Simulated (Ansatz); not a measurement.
# Alloy of MgS and CaS (28 of 32 Mg sites exchanged), 64 atoms, part 2 of 3

Ansatz 0.2.0, PAW. Earlier steps stand in the parts before.

## Step 3: HSE06 single point

Contents of in.yaml:

```yaml
crystal:
  lattice:
    - [11.169709, 0.000000, 0.000000]
    - [0.000000, 11.169709, 0.000000]
    - [0.000000, 0.000000, 11.169709]
  atoms:
    - { symbol: S, position: [0.250131, 0.000736, 0.998951] }
    - { symbol: S, position: [0.250119, 0.000289, 0.500516] }
    - { symbol: S, position: [0.250197, 0.499917, 0.991403] }
    - { symbol: S, position: [0.250184, 0.500263, 0.507380] }
    - { symbol: S, position: [0.750167, 0.000250, 0.999585] }
    - { symbol: S, position: [0.750210, 0.000278, 0.499951] }
    - { symbol: S, position: [0.750214, 0.500214, 0.999086] }
    - { symbol: S, position: [0.750265, 0.500170, 0.500409] }
    - { symbol: S, position: [0.008737, 0.250246, 0.999905] }
    - { symbol: S, position: [0.000946, 0.250171, 0.499606] }
    - { symbol: S, position: [0.008964, 0.750193, 0.000483] }
    - { symbol: S, position: [0.001006, 0.750256, 0.499080] }
    - { symbol: S, position: [0.491756, 0.250273, 0.000398] }
    - { symbol: S, position: [0.499360, 0.250176, 0.499109] }
    - { symbol: S, position: [0.491291, 0.750199, 0.007656] }
    - { symbol: S, position: [0.499267, 0.750254, 0.492101] }
    - { symbol: S, position: [0.000207, 0.999584, 0.249881] }
    - { symbol: S, position: [0.000675, 0.000050, 0.749613] }
    - { symbol: S, position: [0.000874, 0.500926, 0.249712] }
    - { symbol: S, position: [0.007261, 0.500334, 0.749606] }
    - { symbol: S, position: [0.500150, 0.992789, 0.249886] }
    - { symbol: S, position: [0.499581, 0.999508, 0.749699] }
    - { symbol: S, position: [0.499677, 0.507616, 0.249735] }
    - { symbol: S, position: [0.493142, 0.500862, 0.749696] }
    - { symbol: S, position: [0.250775, 0.251072, 0.241062] }
    - { symbol: S, position: [0.250287, 0.258152, 0.758829] }
    - { symbol: S, position: [0.257982, 0.749633, 0.240639] }
    - { symbol: S, position: [0.250803, 0.742350, 0.759074] }
    - { symbol: S, position: [0.749532, 0.250387, 0.248936] }
    - { symbol: S, position: [0.750030, 0.250809, 0.750554] }
    - { symbol: S, position: [0.742718, 0.750108, 0.248881] }
    - { symbol: S, position: [0.749455, 0.749594, 0.750615] }
    - { symbol: Ca, position: [0.002802, 0.000162, 0.999757] }
    - { symbol: Ca, position: [0.000431, 0.000132, 0.499756] }
    - { symbol: Ca, position: [0.003632, 0.500290, 0.998491] }
    - { symbol: Ca, position: [0.001570, 0.500304, 0.500742] }
    - { symbol: Ca, position: [0.497427, 0.999197, 0.000908] }
    - { symbol: Ca, position: [0.499877, 0.999069, 0.498732] }
    - { symbol: Ca, position: [0.496756, 0.501249, 0.999660] }
    - { symbol: Ca, position: [0.498866, 0.501372, 0.499687] }
    - { symbol: Ca, position: [0.250209, 0.251620, 0.501403] }
    - { symbol: Ca, position: [0.251339, 0.748956, 0.499772] }
    - { symbol: Ca, position: [0.750119, 0.250285, 0.999762] }
    - { symbol: Ca, position: [0.750109, 0.250251, 0.499749] }
    - { symbol: Ca, position: [0.748497, 0.750160, 0.000931] }
    - { symbol: Ca, position: [0.748929, 0.750185, 0.498552] }
    - { symbol: Ca, position: [0.251368, 0.999236, 0.246982] }
    - { symbol: Ca, position: [0.250180, 0.000178, 0.752443] }
    - { symbol: Ca, position: [0.251386, 0.501272, 0.246125] }
    - { symbol: Ca, position: [0.749037, 0.999062, 0.249624] }
    - { symbol: Ca, position: [0.750096, 0.000120, 0.749904] }
    - { symbol: Ca, position: [0.749053, 0.501425, 0.249616] }
    - { symbol: Ca, position: [0.750094, 0.500288, 0.749861] }
    - { symbol: Ca, position: [0.001589, 0.250306, 0.248554] }
    - { symbol: Ca, position: [0.002446, 0.251389, 0.751029] }
    - { symbol: Ca, position: [0.002050, 0.750212, 0.248465] }
    - { symbol: Ca, position: [0.002535, 0.749004, 0.751132] }
    - { symbol: Ca, position: [0.498855, 0.250345, 0.248597] }
    - { symbol: Ca, position: [0.497876, 0.251456, 0.751102] }
    - { symbol: Ca, position: [0.497827, 0.749064, 0.751520] }
    - { symbol: Mg, position: [0.250256, 0.252478, 0.997905] }
    - { symbol: Mg, position: [0.251724, 0.747980, 0.999354] }
    - { symbol: Mg, position: [0.250259, 0.500437, 0.753869] }
    - { symbol: Mg, position: [0.497925, 0.750244, 0.247951] }
kpoints:
  mp_grid: { grid: [1, 1, 1] }
hamiltonian:
  xc: hse06
scf:
  occupations: { method: fermi_dirac, width: 0.01 }
output:
  forces: true
  eigenvalues: true
  populations: true
  eigenstates: { kpoints: [[0, 0, 0]], e_range: [-6.0, 6.0], localisation: true }
```

Launch:

```
$ ansatz run in.yaml --threads 2 --pin off --max-ram 20900MiB --runs-dir r --events-out ev --progress --plain --backend cuda --devices 0, --max-vram 18GiB
```

Output:

```text
Pseudopotentials: kind: paw
Functional definition: HSE06
  parameter a = 0.25
  parameter omega = 0.11/bohr
  exchange = pbe_x - a*pbe_x_sr(omega) + a*exact_x_sr(omega)
  correlation = pbe_c
Crystal: 64 atoms, lattice volume = 1393.560 Å³
Basis set: ecut = 420 eV, 27201 PW (Γ), exchange–correlation on 150×150×150 points (8 copies of the dense FFT grid, shifted against one another)
Bands: 320, of which v1, the nominal top of the filled ones, is band 256 counted from 1 (255 counted from 0)
Symmetry: 1 space group operations
Space group: P1 (ITA 1), of the structure as read, at distance tolerance 1.1e-4 Å
k-points: 1
Non-local potential: S, projectors of the file, l = 0: 2, l = 1: 2, l = 2: 2
Non-local potential: Ca, projectors of the file, l = 0: 3, l = 1: 2, l = 2: 2
Non-local potential: Mg, projectors of the file, l = 0: 3, l = 1: 2, l = 2: 1
PAW form: soft (Blöchl's): semilocal exchange-correlation on the pseudo side does not see the compensation charge
PAW frozen core: S, regenerated for the run's functional, and the local potential with it (the file was generated under x = pbe(κ = 0.804, μ = 0.2195149727645171), c = pbe(β = 0.06672455060314922))
PAW frozen core: Ca, regenerated for the run's functional, and the local potential with it (the file was generated under x = pbe(κ = 0.804, μ = 0.2195149727645171), c = pbe(β = 0.06672455060314922))
PAW frozen core: Mg, regenerated for the run's functional, and the local potential with it (the file was generated under x = pbe(κ = 0.804, μ = 0.2195149727645171), c = pbe(β = 0.06672455060314922))
PAW one-centre angular grid: S, 110 points (default); XC on 64 Gauss nodes
PAW one-centre angular grid: Ca, 110 points (default); XC on 64 Gauss nodes
PAW one-centre angular grid: Mg, 110 points (default); XC on 96 Gauss nodes
Initial density: superposition of atomic densities (neutral atoms: chi_scale 0, normalization atom), corrected by the library's trained network
Initial wavefunctions: pseudopotential atomic-orbital guess
Functional: x = pbe(κ = 0.804, μ = 0.2195149727645171), c = pbe(β = 0.06672455060314922), warm-up for x = pbe(κ = 0.804, μ = 0.2195149727645171) + 0.25 (exact − pbe) at short range (hse, ω = 0.20786987370883472 Å⁻¹), c = pbe(β = 0.06672455060314922); HSE06 as pw.x's `hse` composes it (authors' and Libxc's form: `xc: wpbeh`)
SCF iter   1: F=—  HF=-87562.514400 eV  |F-HF|=—  |Δ(HF+E_count)|=         —  Δρ=1.10e-3  dr2=3.96e-2  ethr=1.77e-3  ⟨swp⟩=20.0  Hψ=2092  notcnv=6
preconditioner: auto → none  [insulator: Δε(μ)=2.338 eV  Ē_g=15.128 eV  σ=0.010 eV  W_gap=1.00  n_scr=256 (ndim 8)  ℏωp=20.5 eV  f_vac=0.000  D(μ)=0.00/eV (n_scr^D=0)]
SCF iter   2: F=—  HF=-87562.562220 eV  |F-HF|=—  |Δ(HF+E_count)|=   4.78e-2  Δρ=6.17e-4  dr2=1.52e-2  ethr=7.74e-6  ⟨swp⟩=13.0  Hψ=1495  notcnv=0  defer=20
iter 3 solved again at ethr=2.51e-7 eV; its pass at ethr=2.97e-6 eV (dr2=1.29e-3 eV) is discarded
SCF iter   3: F=—  HF=-87562.559584 eV  |F-HF|=—  |Δ(HF+E_count)|=   2.64e-3  Δρ=2.74e-4  dr2=1.82e-3  ethr=2.51e-7  ⟨swp⟩=20.0  Hψ=1991  notcnv=4  defer=5
eigensolver tolerance schedule calibrated: the retry pair's looser diagonalisation under-reported the residual by θ = 0.29 (0.28/decade); ethr = c·dr2/N_el runs at the constant in force after the calibration composes with the one it found (an armed cap, an earlier calibration), c = 1.3e-2
SCF iter   4: F=-87562.559917 eV  HF=-87562.559690 eV  |F-HF|=2.27e-4  |Δ(HF+E_count)|=   1.05e-4  Δρ=1.47e-4  dr2=2.11e-4  ethr=4.71e-8  ⟨swp⟩=8.0  Hψ=1027  notcnv=0  defer=9
SCF 1 stopped early in 4 iterations: F = -87562.559917 eV  dr2 = 2.11e-4
Initial density: handed on by an earlier stage of this run
Initial wavefunctions: those handed on with the density
Functional: x = pbe(κ = 0.804, μ = 0.2195149727645171) + 0.25 (exact − pbe) at short range (hse, ω = 0.20786987370883472 Å⁻¹), c = pbe(β = 0.06672455060314922); HSE06 as pw.x's `hse` composes it (authors' and Libxc's form: `xc: wpbeh`)
Exchange kernel: α = 0.2500, screened, ω = 0.2079 Å⁻¹, Wigner–Seitz truncation, v(0) = 954.1370 eV·Å³, q-mesh 1×1×1, nearest image of the exchange supercell L = 11.17 Å, pair-density grid 48×48×48, without the augmentation charges, whose exchange is taken in its separable form (sized by the pseudopotential files, 75×75×75 at the most)
Frozen-core exchange: fock
SCF iter   1: F=—  HF=-87610.163827 eV  |F-HF|=—  |Δ(HF+E_count)|=         —  Δρ=3.69e-3  dr2=2.85e-1  ethr=4.11e-7  ⟨swp⟩=17.0  Hψ=2139  notcnv=0
preconditioner: auto → none  [insulator: Δε(μ)=3.442 eV  Ē_g=10.441 eV  σ=0.010 eV  W_gap=1.00  n_scr=256 (ndim 8)  ℏωp=15.9 eV  f_vac=0.000  D(μ)=0.00/eV (n_scr^D=0)]
SCF iter   2: F=—  HF=-87610.044026 eV  |F-HF|=—  |Δ(HF+E_count)|=   1.20e-1  Δρ=1.60e-3  dr2=3.98e-2  ethr=4.11e-7  ⟨swp⟩=7.0  Hψ=1487  notcnv=0  defer=14
SCF iter   3: F=—  HF=-87610.206956 eV  |F-HF|=—  |Δ(HF+E_count)|=   1.63e-1  Δρ=9.57e-4  dr2=1.85e-2  ethr=4.11e-7  ⟨swp⟩=12.0  Hψ=1417  notcnv=0
SCF iter   4: F=—  HF=-87610.200050 eV  |F-HF|=—  |Δ(HF+E_count)|=   6.91e-3  Δρ=2.48e-4  dr2=1.11e-3  ethr=4.11e-7  ⟨swp⟩=7.0  Hψ=1223  notcnv=0
SCF iter   5: F=—  HF=-87610.200053 eV  |F-HF|=—  |Δ(HF+E_count)|=   2.91e-6  Δρ=1.05e-4  dr2=1.09e-3  ethr=2.26e-8  ⟨swp⟩=5.0  Hψ=1113  notcnv=0
SCF iter   6: F=—  HF=-87610.199834 eV  |F-HF|=—  |Δ(HF+E_count)|=   2.20e-4  Δρ=1.97e-5  dr2=3.15e-4  ethr=2.20e-8  ⟨swp⟩=4.0  Hψ=871  notcnv=0
SCF iter   7: F=—  HF=-87610.204343 eV  |F-HF|=—  |Δ(HF+E_count)|=   4.51e-3  Δρ=1.12e-4  dr2=4.31e-4  ethr=1.34e-10  ⟨swp⟩=14.0  Hψ=1922  notcnv=0  defer=1
SCF iter   8: F=-87610.204186 eV  HF=-87610.204190 eV  |F-HF|=4.23e-6  |Δ(HF+E_count)|=   1.53e-4  Δρ=2.76e-5  dr2=7.41e-6  ethr=1.34e-10  ⟨swp⟩=6.0  Hψ=1560  notcnv=0
SCF 2 stopped early in 8 iterations: F = -87610.204186 eV  dr2 = 7.41e-6
  Residual-converged pass: ⟨swp⟩=3.0  Hψ=594  notcnv=0  max |occ|·‖R‖ = 6.4e-6 eV (tolerance 6.7e-6 eV)  dr2=7.42e-6  dr2_onsite=1.25e-6  max |Δocc| = 0.0e0
[... from here the SCF cycle lines were not kept, up to the last twenty ...]
hybrid outer 1: dexx = +1.993e-1 eV, tail = 2.09e-4 eV
SCF iter   1: F=—  HF=-87610.203672 eV  |F-HF|=—  |Δ(HF+E_count)|=         —  Δρ=1.94e-5  dr2=5.43e-6  ethr=2.04e-7  ⟨swp⟩=15.0  Hψ=986  notcnv=0
preconditioner: auto → none  [insulator: Δε(μ)=3.381 eV  Ē_g=10.358 eV  σ=0.010 eV  W_gap=1.00  n_scr=256 (ndim 8)  ℏωp=15.9 eV  f_vac=0.000  D(μ)=0.00/eV (n_scr^D=0)]
SCF iter   2: F=—  HF=-87610.203676 eV  |F-HF|=—  |Δ(HF+E_count)|=   4.18e-6  Δρ=1.13e-5  dr2=2.85e-6  ethr=1.28e-10  ⟨swp⟩=8.0  Hψ=1361  notcnv=0  defer=17
SCF iter   3: F=—  HF=-87610.203675 eV  |F-HF|=—  |Δ(HF+E_count)|=   1.13e-6  Δρ=3.22e-6  dr2=1.13e-7  ethr=6.83e-11  ⟨swp⟩=6.0  Hψ=965  notcnv=0
SCF iter   4: F=-87610.203675 eV  HF=-87610.203675 eV  |F-HF|=1.69e-8  |Δ(HF+E_count)|=   5.43e-7  Δρ=1.11e-6  dr2=2.50e-8  ethr=5.32e-12 (applied; sched 1.54e-12)  ⟨swp⟩=16.0  Hψ=1346  notcnv=0  defer=3
SCF 3 converged in 4 iterations: F = -87610.203675 eV  dr2 = 2.50e-8
  Residual-converged pass: ⟨swp⟩=3.0  Hψ=590  notcnv=0  max |occ|·‖R‖ = 2.3e-6 eV (tolerance 2.5e-6 eV)  dr2=2.52e-8  dr2_onsite=1.75e-9  max |Δocc| = 0.0e0
hybrid outer 2: dexx = +4.784e-6 eV, tail = 9.79e-8 eV, Δε = 3.12e-3 eV (about 9.59e-5 eV left of the loop's levels), ΔF = 2.25e-3 eV/Å (tail 8.07e-4)
NSCF: frozen V_eff on 1 k-points
hybrid SCF converged: 2 outer / 12 inner (+4 warm-up), last move |dexx| = 4.78e-6 eV, tail = 9.79e-8 eV
Stability not checked: this state was not tested for a lower state beside it, because the functional holds exact exchange (a hybrid, or Hartree-Fock), whose exchange loop this test does not read (fock_operator; see scf.lower_state_search)
Free energy (F): -87610.203676 eV
Harris-Foulkes:  -87610.203676 eV  (|F-HF|=1.69e-8)
Internal energy: -87610.203676 eV  (E = F + TS)
E sigma→0 (E₀):  -87610.203676 eV
Fermi energy:    7.386765 eV
--- Per-component energies (eV) ---
  E_band       = -5895.208700
  E_kinetic    = 11591.824711
  E_local      = -29423.299226  (includes V_loc(G=0)·N_el)
  E_nonlocal   = 3046.283892
  E_hartree    = 9864.989547
  E_xc         = -5712.941181
  E_vxc        = -6237.726178  (∫ρ·V_xc dr)
  E_exx        = -1379.435285  (= α·E_x^exact, valence–valence)
  E_paw        = -44501.928947  (= ΣΔE_a)
  E_vpaw       = -1843.408962  (= ΣTr[D̂ρ^β])
  E_aug_tail   = -0.000138  (compensation charges beyond the density's cutoff)
  E_ewald      = -31088.308063
  E_core_change = -7.388986  (= ΣΔE_core)
  E_smearing   = -0.000000  (= −TS)
  E_closure    = 0.000002  (closes the sum)
  Σ components = -87610.203676   (vs F -87610.203676, Δ=0.00e0)
--- Forces (eV/Å), atoms counted from 1 ---
  atom   1  S     -0.00542323     0.00995463    -0.00590817
  atom   2  S     -0.00726304     0.00789467     0.01044291
  atom   3  S     -0.00262414    -0.00568883    -0.07415371
  atom   4  S     -0.00529783    -0.00362936     0.06806313
  atom   5  S      0.00772509     0.00720382    -0.01125303
  atom   6  S      0.00692664     0.00770358     0.01135815
  atom   7  S      0.00879258    -0.00737577    -0.01106989
  atom   8  S      0.00727140    -0.00769864     0.01249159
  atom   9  S      0.05771273    -0.00346269     0.00910332
  atom  10  S      0.00125366    -0.00725175    -0.01013225
  atom  11  S      0.05728525     0.00532165     0.00877589
  atom  12  S      0.00004604     0.00820624    -0.00998240
  atom  13  S     -0.05977778    -0.00567725     0.00849351
  atom  14  S     -0.00024705    -0.00823529    -0.01213130
  atom  15  S     -0.05899530     0.00156693     0.06544509
  atom  16  S     -0.00022730     0.00552878    -0.06772478
  atom  17  S     -0.01326033    -0.00362423     0.01555080
  atom  18  S     -0.01090562    -0.00206862    -0.01456834
  atom  19  S     -0.01207492     0.00412573     0.01597935
  atom  20  S      0.04983327     0.00279941    -0.01242658
  atom  21  S      0.00970610    -0.06448580     0.01164385
  atom  22  S      0.01131076    -0.00471772    -0.01629464
  atom  23  S      0.00634492     0.06632108     0.01100885
  atom  24  S     -0.05004621     0.00365226    -0.01456974
  atom  25  S      0.00333433     0.00187223    -0.06403454
  atom  26  S      0.00198823     0.06264119     0.06202706
  atom  27  S      0.05963945    -0.00486126    -0.06048282
  atom  28  S      0.00296241    -0.06029301     0.06084331
  atom  29  S     -0.00440476     0.00271030    -0.00899205
  atom  30  S     -0.00328980     0.00415193     0.00874064
  atom  31  S     -0.06429586    -0.00201825    -0.00688530
  atom  32  S     -0.00372657    -0.00373958     0.00785470
  atom  33  Ca     0.00538624    -0.00055468     0.00076824
  atom  34  Ca    -0.00006235    -0.00020362    -0.00103259
  atom  35  Ca     0.00149088     0.00020167    -0.00206825
  atom  36  Ca     0.00298357     0.00095793     0.00204509
  atom  37  Ca    -0.00371495     0.00028265     0.00275260
  atom  38  Ca     0.00030888    -0.00381391    -0.00394718
  atom  39  Ca    -0.00187265    -0.00047661    -0.00050080
  atom  40  Ca    -0.00370656     0.00361056     0.00058103
  atom  41  Ca     0.00116685     0.00426987     0.00038381
  atom  42  Ca     0.00503298    -0.00504629     0.00014600
  atom  43  Ca    -0.00014360    -0.00230064     0.00221083
  atom  44  Ca     0.00012292     0.00207972     0.00028490
  atom  45  Ca    -0.00034182     0.00298354     0.00879005
  atom  46  Ca    -0.00251443    -0.00163633    -0.00258574
  atom  47  Ca     0.00030571     0.00009188    -0.00195298
  atom  48  Ca     0.00089506    -0.00079503     0.00945241
  atom  49  Ca    -0.00010713    -0.00003844     0.00046638
  atom  50  Ca    -0.00124698    -0.00439999     0.00000637
  atom  51  Ca     0.00001862     0.00011126    -0.00024953
  atom  52  Ca    -0.00108367     0.00366818    -0.00047809
  atom  53  Ca     0.00111702     0.00087308    -0.00486914
  atom  54  Ca     0.00308106    -0.00104344    -0.00246251
  atom  55  Ca     0.00562790     0.00233431     0.00279951
  atom  56  Ca     0.00066512    -0.00045415    -0.00508236
  atom  57  Ca     0.00327293    -0.00055309    -0.00090464
  atom  58  Ca     0.00038538    -0.00188142     0.00170728
  atom  59  Ca    -0.00423553     0.00120072     0.00192183
  atom  60  Ca    -0.00647607    -0.00013254    -0.00050372
  atom  61  Mg     0.00091105     0.00292631    -0.00201169
  atom  62  Mg     0.00866725    -0.00437165     0.00891622
  atom  63  Mg     0.00105813    -0.00217681     0.00952190
  atom  64  Mg    -0.00741854    -0.00261859    -0.01137533
  max |Σ_I F_I| component: 1.54e-4 eV/Å
--- Band table (eV) ---
  k-point 0: bands = ["-74.2309", "-74.2218", "-74.1198", "-74.0997", "-39.1377", "-39.1302", "-39.1254", "-39.1241", "-39.1164", "-39.1128", "-39.0202", "-39.0188", "-39.0165", "-38.9998", "-38.9979", "-38.9972", "-36.5299", "-36.5276", "-36.5248", "-36.5235", "-36.4727", "-36.4723", "-36.4699", "-36.4697", "-36.4624", "-36.4599", "-36.4087", "-36.4001", "-36.3833", "-36.3766", "-36.3740", "-36.3699", "-36.3687", "-36.3523", "-36.3514", "-36.3474", "-36.3392", "-36.3319", "-36.3316", "-36.3244", "-36.3191", "-36.3142", "-36.3131", "-36.3086", "-16.1864", "-16.1772", "-16.1741", "-16.1577", "-16.1540", "-16.1471", "-16.1440", "-16.1406", "-16.1340", "-16.1294", "-16.1263", "-16.1231", "-16.1172", "-16.1151", "-16.1003", "-16.0918", "-16.0903", "-16.0853", "-16.0836", "-16.0811", "-16.0795", "-16.0718", "-16.0681", "-16.0626", "-16.0601", "-16.0551", "-16.0548", "-16.0467", "-16.0453", "-16.0433", "-16.0411", "-16.0349", "-16.0316", "-16.0240", "-16.0193", "-16.0161", "-16.0093", "-16.0063", "-16.0020", "-15.9982", "-15.9946", "-15.9921", "-15.9891", "-15.9758", "-15.9732", "-15.9689", "-15.9658", "-15.9625", "-15.9611", "-15.9595", "-15.9572", "-15.9536", "-15.9499", "-15.9477", "-15.9449", "-15.9436", "-15.9424", "-15.9408", "-15.9391", "-15.9377", "-15.9342", "-15.9305", "-15.9282", "-15.9277", "-15.9240", "-15.9235", "-15.9147", "-15.9143", "-15.9094", "-15.9082", "-15.9057", "-15.9049", "-15.9022", "-15.9008", "-15.8971", "-15.8947", "-15.8943", "-15.8939", "-15.8896", "-15.8878", "-15.8837", "-15.8814", "-15.8796", "-15.8759", "-7.0558", "-6.5806", "-6.5650", "-6.5181", "-6.5084", "-6.4934", "-6.4870", "-6.2303", "-6.2278", "-6.2169", "-6.2118", "-6.2021", "-6.1954", "-6.1803", "-6.1729", "-6.1616", "-6.1545", "-6.1461", "-6.1377", "-6.1332", "-6.1263", "-6.1193", "-6.0811", "-6.0555", "-6.0395", "-6.0344", "-6.0193", "-6.0115", "-6.0026", "-5.9919", "-5.9808", "-5.9575", "1.7206", "1.8941", "1.9057", "2.1398", "2.5453", "2.5567", "2.5744", "2.6082", "2.7687", "2.7916", "2.8104", "2.8510", "2.8604", "2.8685", "2.8718", "2.8808", "2.8894", "2.8949", "2.8992", "3.2554", "3.2882", "3.3031", "3.3451", "3.3534", "3.3833", "3.4080", "3.4322", "3.4437", "3.4586", "3.4963", "3.5142", "3.5438", "3.5933", "3.5967", "3.6055", "3.6268", "3.6497", "3.7335", "3.8098", "3.8877", "3.9283", "3.9599", "3.9657", "3.9791", "4.0098", "4.0403", "4.0501", "4.0671", "4.0754", "4.0905", "4.1100", "4.1302", "4.1441", "4.1720", "4.1989", "4.3580", "4.3688", "4.3764", "4.3878", "4.3934", "4.3968", "4.3975", "4.4119", "4.4188", "4.4292", "4.4370", "4.4510", "4.4601", "4.6274", "4.6424", "4.6486", "4.6579", "4.7000", "4.7067", "4.7132", "4.7200", "4.7251", "4.7311", "4.7445", "4.7497", "4.9782", "5.0023", "5.0157", "5.0214", "5.0309", "5.0425", "5.0554", "5.0591", "5.0634", "5.0844", "5.0868", "5.0889", "5.0959", "5.6822", "5.6887", "5.6946", "9.0752", "9.0934", "9.0980", "9.9097", "9.9167", "9.9778", "9.9883", "10.0415", "10.0580", "10.3841", "10.9097", "11.0245", "11.2372", "11.2419", "11.2701", "11.6348", "11.6499", "11.7059", "11.7484", "11.8225", "11.8412", "11.8617", "11.8741", "11.8826", "11.9075", "11.9228", "11.9426", "11.9497", "11.9569", "11.9784", "11.9910", "12.0112", "12.0272", "12.0629", "12.1413", "12.1504", "12.2071", "12.2222", "12.2645", "12.2851", "12.3255", "12.3334", "12.3437", "12.3823", "12.3862", "12.3921", "12.4332", "12.4439", "12.4630", "12.4836", "12.4892", "12.5139", "12.5480", "12.5691", "12.5728", "12.5857", "12.6000", "12.6875", "12.7279", "12.7435", "12.7539", "12.7793", "12.7918", "12.8063"]
--- Löwdin populations: 64 sites ---
  site symbol       q [e]
     0      S      7.3338
     1      S      7.3474
     2      S      7.3214
     3      S      7.3376
     4      S      7.3470
     5      S      7.3464
     6      S      7.3473
     7      S      7.3466
     8      S      7.3355
     9      S      7.3467
    10      S      7.3359
    11      S      7.3470
    12      S      7.3360
    13      S      7.3469
    14      S      7.3244
    15      S      7.3369
    16      S      7.3469
    17      S      7.3469
    18      S      7.3473
    19      S      7.3367
    20      S      7.3367
    21      S      7.3473
    22      S      7.3373
    23      S      7.3372
    24      S      7.3363
    25      S      7.3246
    26      S      7.3248
    27      S      7.3251
    28      S      7.3467
    29      S      7.3467
    30      S      7.3367
    31      S      7.3470
    32     Ca      8.4210
    33     Ca      8.4189
    34     Ca      8.4228
    35     Ca      8.4200
    36     Ca      8.4224
    37     Ca      8.4201
    38     Ca      8.4241
    39     Ca      8.4212
    40     Ca      8.4223
    41     Ca      8.4233
    42     Ca      8.4213
    43     Ca      8.4176
    44     Ca      8.4224
    45     Ca      8.4187
    46     Ca      8.4214
    47     Ca      8.4246
    48     Ca      8.4260
    49     Ca      8.4199
    50     Ca      8.4180
    51     Ca      8.4191
    52     Ca      8.4226
    53     Ca      8.4191
    54     Ca      8.4213
    55     Ca      8.4237
    56     Ca      8.4205
    57     Ca      8.4238
    58     Ca      8.4205
    59     Ca      8.4251
    60     Mg      8.5363
    61     Mg      8.5375
    62     Mg      8.5276
    63     Mg      8.5273
  spilling = 0.014079 (of n_electrons = 512.000000)
```

Wall time 43 s (1 × NVIDIA H100 80GB HBM3 with 2 threads of AMD EPYC 7R13, shared host); peak host memory 3.3 GiB.

Top filled level 5.695 eV, lowest empty level 9.075 eV: 3.38 eV apart at the Γ point alone.

Frontier states and how far they spread:

```tsv
level (eV)	spin	filling	atoms sharing it	main element	its share	largest atom
-0.60	both	2.00	25.7	S	0.87	–
-0.01	both	2.00	37.3	S	0.92	–
-0.01	both	2.00	37.4	S	0.92	–
0.00	both	2.00	37.2	S	0.92	–
3.38	both	0.00	52.2	Ca	0.61	–
3.40	both	0.00	54.4	Ca	0.60	–
3.40	both	0.00	55.7	Ca	0.60	–
```

The largest force by HSE06 is only 0.09 eV/Å (on S26), so the positions lie close to this level's own in this cell.

(Continued in part 3 of 3.)
